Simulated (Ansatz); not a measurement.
# C2H5BO, SMILES CB1CO1: harmonic frequencies at the relaxed geometry

With Ansatz's Python interface.

Run as a notebook:

**Cell 1**
```python
import itertools

import ansatz as az
from ase import Atoms
from ase.data import atomic_numbers, covalent_radii
from ase.thermochemistry import IdealGasThermo
import numpy as np
```

**Cell 2**
```python
geometry_ang = [
    ("C", [-0.3742, 0.9975, -0.876]),
    ("B", [0.3695, -0.1484, -0.2065]),
    ("C", [0.3741, -1.0254, 1.0807]),
    ("O", [0.729, -1.6041, -0.1184]),
    ("H", [-0.9747, 0.6507, -1.7862]),
    ("H", [-1.1398, 1.4897, -0.1606]),
    ("H", [0.3183, 1.8287, -1.209]),
    ("H", [-0.5399, -1.308, 1.5014]),
    ("H", [1.3263, -0.927, 1.7576]),
]
molecule = az.Crystal.molecule()
for symbol, xyz in geometry_ang:
    molecule = molecule.atom(symbol, xyz)

calc = (
    molecule.calculation()
    .basis(gaussian="cc-pVDZ")
    .functional("CAM-B3LYP")
)
symbols = [site.symbol for site in molecule.cartesian_sites]
start = np.array([site.position_ang for site in molecule.cartesian_sites], dtype=float)
data = calc.relax(force_tolerance=0.003).run(threads=1).report
end = np.array(data["positions_ang"])
```

**Cell 3**
```python
# pairs closer than 1.2 times the sum of covalent radii, before or after
radius = [covalent_radii[atomic_numbers[s]] for s in symbols]
span = lambda where, i, j: np.linalg.norm(where[i] - where[j])
bonded = [(i, j) for i, j in itertools.combinations(range(len(symbols)), 2) if min(span(start, i, j), span(end, i, j)) < 1.2 * (radius[i] + radius[j])]
print("pair        before    after (A)")
for i, j in bonded:
    print(f"{symbols[i]}{i}-{symbols[j]}{j}".ljust(10), f"{span(start, i, j):8.4f} {span(end, i, j):8.4f}")
```
Output:
```text
pair        before    after (A)
C0-B1        1.5213   1.5460
C0-H4        1.1443   1.0994
C0-H5        1.1577   1.1021
C0-H6        1.1320   1.1021
B1-C2        1.5576   1.5214
B1-O3        1.5020   1.3333
C2-O3        1.3779   1.5078
C2-H7        1.0451   1.0951
C2-H8        1.1724   1.0951
```

**Cell 4**
```python
# same settings at the minimum
minimum = az.Crystal.molecule()
for symbol, place in zip(symbols, end):
    minimum = minimum.atom(symbol, place.tolist())
vibrating = minimum.calculation()
vibrating = vibrating.basis(gaussian="cc-pVDZ")
vibrating = vibrating.functional("CAM-B3LYP")
vibrating = vibrating.phonons(temperatures=(200, 600, 100))
vib = vibrating.run(threads=1).report["vibrations"]
sums = vib["harmonic_sums"]
modes = [m["omega_inv_cm"] for m in sums["modes_at_gamma"] if m["rigid_motion"] == "no"]
for number, w in enumerate(modes, start=1):
    print(f"mode {number:2d} {w:9.1f} 1/cm {w / 8065.544 * 1000:8.2f} meV")
print("imaginary modes:", sum(w < 0 for w in modes), " zero-point energy:", round(sums["zero_point_energy_ev"], 4), "eV")
# rigid rotor and ideal gas, symmetry number taken as one
gas = IdealGasThermo(vib_energies=[w / 8065.544 for w in modes if w > 0], geometry="linear" if len(modes) == 3 * len(symbols) - 5 else "nonlinear",
                     atoms=Atoms(symbols, positions=end), symmetrynumber=1, spin=0.0)
print(f"H(298 K) - E = {gas.get_enthalpy(298.15, verbose=False):.4f} eV")
print(f"S(298 K, 1 bar) = {96485.33 * gas.get_entropy(298.15, 1e5, verbose=False):.1f} J/(mol K) with symmetry number 1")
```
Output:
```text
mode  1      86.5 1/cm    10.73 meV
mode  2     300.7 1/cm    37.28 meV
mode  3     313.5 1/cm    38.88 meV
mode  4     643.3 1/cm    79.76 meV
mode  5     776.0 1/cm    96.22 meV
mode  6     844.7 1/cm   104.73 meV
mode  7     855.4 1/cm   106.06 meV
mode  8     954.4 1/cm   118.33 meV
mode  9    1038.5 1/cm   128.76 meV
mode 10    1096.4 1/cm   135.93 meV
mode 11    1219.8 1/cm   151.23 meV
mode 12    1313.2 1/cm   162.81 meV
mode 13    1433.0 1/cm   177.67 meV
mode 14    1440.4 1/cm   178.59 meV
mode 15    1448.4 1/cm   179.58 meV
mode 16    1624.3 1/cm   201.38 meV
mode 17    3060.5 1/cm   379.45 meV
mode 18    3119.7 1/cm   386.79 meV
mode 19    3129.4 1/cm   388.00 meV
mode 20    3155.8 1/cm   391.27 meV
mode 21    3205.7 1/cm   397.45 meV
imaginary modes: 0  zero-point energy: 1.9254 eV
H(298 K) - E = 2.0850 eV
S(298 K, 1 bar) = 291.1 J/(mol K) with symmetry number 1
```

Reading the output:
- These settings explore the input space; basis and method may be short of convergence.
- The frequencies are harmonic and unscaled, in a modest basis. The result belongs to the one conformer reached from this start, and soft torsions count as harmonic oscillators.
- The entropy takes a symmetry number of 1; a symmetric molecule's is lower by R ln(sigma).
- Timing: 2.9 min on 1 thread of Arm Neoverse V1 (shared host), peak memory 0.29 GiB.

(Lines on the test bed's own set-up are left out of the output.)
